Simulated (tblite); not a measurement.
# C21H24O4Se2Sn: the cost of one run

Computed with tblite 0.8.0 and PySCF 2.14.0 and routines of our own; the level stands in each step. Atoms count from 0.

## Step 1: The system as given

52 atoms, charge 0, multiplicity 1; geometry from: force field, distance geometry or constructed start.

## Step 2: Optimising the geometry with GFN2-xTB

What the job is given:

```
{"job": {"kind": "relax", "xc": "GFN2-xTB", "basis": "xTB"}, "charge": 0, "multiplicity": 1}
C      2.207000    -2.405800     1.861400
C      2.625100    -0.967500     1.519400
C      1.735200    -0.233900     0.476300
Se     1.876000    -1.195300    -1.240700
C      3.517700    -0.220400    -1.475300
C      4.582600    -0.687700    -2.387100
C      5.866000     0.074500    -2.559800
O      4.420100    -1.751900    -3.030400
C      3.592000     0.883500    -0.743200
C      2.411400     1.088600     0.107700
C      1.698300     2.222200    -0.029800
C      2.085300     3.475300    -0.690000
O      3.262400     3.902900    -0.814100
O      0.976100     4.161500    -1.166600
C     -0.145700     3.401800    -0.856500
O     -1.320000     3.731100    -1.154700
C      0.248700     2.187700    -0.132400
C     -0.437700     1.068000     0.131900
C     -1.810500     0.809300    -0.287100
C     -2.211700    -0.428900    -0.073800
Sn    -4.183300    -1.063100    -0.507600
C     -4.566100    -0.799000    -2.598800
C     -4.393300    -3.128700     0.016300
C     -5.561300     0.106700     0.630700
Se    -0.910300    -1.603500     0.685600
C      0.215000    -0.012900     0.961400
C      0.154900     0.413100     2.465100
C     -1.227600     0.856000     2.969500
H      2.126200    -3.025700     0.946300
H      1.239800    -2.429500     2.408800
H      2.970300    -2.863200     2.523000
H      2.698800    -0.379200     2.464100
H      3.670100    -1.036200     1.145900
H      5.652200     1.085000    -2.951000
H      6.539400    -0.450200    -3.271500
H      6.385300     0.163100    -1.581900
H      4.411900     1.585500    -0.794900
H     -2.457100     1.550200    -0.739100
H     -3.846500    -1.413700    -3.185300
H     -5.606100    -1.120500    -2.825900
H     -4.443600     0.268200    -2.856900
H     -3.670800    -3.743100    -0.575600
H     -4.186900    -3.262800     1.088500
H     -5.428700    -3.464600    -0.217100
H     -6.597500    -0.215300     0.415400
H     -5.441300     1.181500     0.356300
H     -5.343000    -0.021100     1.712500
H      0.863600     1.249700     2.650100
H      0.467500    -0.431900     3.112700
H     -1.165800     1.073500     4.057600
H     -1.558900     1.775500     2.459400
H     -1.976200     0.058600     2.818900
```

Started as:

```console
$ OMP_NUM_THREADS=2 python large_run.py task.json out
```

The driver reads the jobs from task.json and runs them one after another.

**Question.** How long does this first job take on 2 threads of AMD EPYC, shared host, and how much memory does it need?

About 56 s, with a peak of 0.19 GiB.
